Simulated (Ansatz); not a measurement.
# GaH5O4Si: how energies converge with the basis set

How large a basis does GaH5O4Si need? Two functionals are run in growing sets.

The runs use Ansatz 0.2.0, Gaussian basis; one geometry, several basis sets.

The runs, in order: PBE0-D4/def2-SVP; ωB97M-V/def2-SVP; PBE0-D4/def2-QZVPP; ωB97M-V/def2-QZVPP; the functionals' def2-TZVPP values are taken from earlier runs.

### 1 Structure used throughout

An earlier PBE0-D4 in a triple-zeta def2 set relaxation fixed the geometry.

11 atoms, charge 0, spin multiplicity 1.

Atoms are counted from 1 here; the program's logs count them from 0.

Bond lengths: O1–Si2 1.697 Å, O1–H7 0.960 Å, Si2–O3 1.629 Å, Si2–O4 1.626 Å, Si2–O5 1.596 Å, O3–H8 0.959 Å, O4–H9 0.958 Å, O5–Ga6 1.875 Å, Ga6–H10 1.561 Å, Ga6–H11 1.562 Å. Angles: Si2–O1–H7 119.6°, O1–Si2–O3 113.4°, O1–Si2–O4 104.6°, O1–Si2–O5 96.6°, O3–Si2–O4 106.2°, O3–Si2–O5 115.1°, O4–Si2–O5 120.2°, Si2–O3–H8 116.0°, Si2–O4–H9 117.0°, Si2–O5–Ga6 102.2°, O5–Ga6–H10 113.4°, O5–Ga6–H11 114.8°, H10–Ga6–H11 128.8°.

### 2 PBE0-D4 in def2-SVP

Input file in.yaml:

```yaml
crystal:
  periodic: [false, false, false]
  atoms:
    - {symbol: O, position_ang: [0.064309, -0.874367, -0.823072]}
    - {symbol: Si, position_ang: [-0.149418, -0.174726, 0.708079]}
    - {symbol: O, position_ang: [0.779746, -0.849549, 1.862915]}
    - {symbol: O, position_ang: [-1.688618, -0.520200, 1.104176]}
    - {symbol: O, position_ang: [0.259201, 1.310098, 0.290927]}
    - {symbol: Ga, position_ang: [0.430674, 1.165799, -1.571123]}
    - {symbol: H, position_ang: [-0.539057, -1.558541, -1.120611]}
    - {symbol: H, position_ang: [1.665309, -0.493050, 1.951292]}
    - {symbol: H, position_ang: [-1.874470, -0.673051, 2.031389]}
    - {symbol: H, position_ang: [1.913434, 1.151630, -2.057877]}
    - {symbol: H, position_ang: [-0.861130, 1.515957, -2.376095]}
basis:
  gaussian: {orbitals: def2-SVP}
hamiltonian: {xc: pbe0, dispersion: d4}
output: {orbitals: {seedname: orbitals}}
```

Run with:

```console
$ ansatz run in.yaml --threads 2 --pin off --events-out ev --progress --plain --max-ram 32768MiB --backend cpu
```

The runs that follow: ωB97M-V in def2-SVP; PBE0-D4 in def2-QZVPP; ωB97M-V in def2-QZVPP.

Q: Predict the results of all the runs planned. Wanted: PBE0-D4: double and triple zeta above quadruple; ωB97M-V: double and triple zeta above quadruple.

The runs gave:

| quantity | value |
| --- | --- |
| PBE0-D4: double and triple zeta above quadruple | 22.31, 1.97 eV |
| ωB97M-V: double and triple zeta above quadruple | 22.39, 1.88 eV |

In words: For PBE0-D4 the step from double to triple zeta gains 20.34 eV and the next only 1.97 eV. Total energies overstate the basis error of differences, where much of it tends to cancel. The LUMO of ωB97M-V is positive and keeps falling with the basis (1.69 to 0.79 eV): an unbound level that the basis holds in place.
